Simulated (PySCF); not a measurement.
# BH5PSb: the cost of one run

Programs: PySCF 2.14.0, with routines of our own; each step states its level. All values are computed. Atoms count from 0.

## 1. The system as given

8 atoms, charge 0, multiplicity 1; geometry from: GFN2-xTB.

## 2. Optimising the geometry at PBE0-D3(BJ)/def2-SVP

What the job is given:

```
{"job": {"xc": "PBE0", "basis": "def2-SVP", "d3": "d3bj", "grid": 1, "maxiter": 30, "shake": 0.01, "kind": "geom"}, "charge": 0, "multiplicity": 1}
P     -1.715750    -0.288930    -0.275420
B     -0.122850    -0.483930     0.571620
Sb     1.688740    -0.620840    -0.616650
H     -2.435340     0.440610     0.652620
H     -1.503200     0.806480    -1.122990
H     -0.119000    -0.863270     1.673280
H      2.725930     0.146710     0.504910
H      1.536600     0.844040    -1.439840
```

Launch:

```
> OMP_NUM_THREADS=1 python heavy_run.py task.json out
```

One launch serves the whole session: the jobs run in the order shown.

Q: Estimate the wall time and peak memory of this first job on 1 thread of AMD EPYC 9B14, shared host.

About 14 s, with a peak of 0.37 GiB.
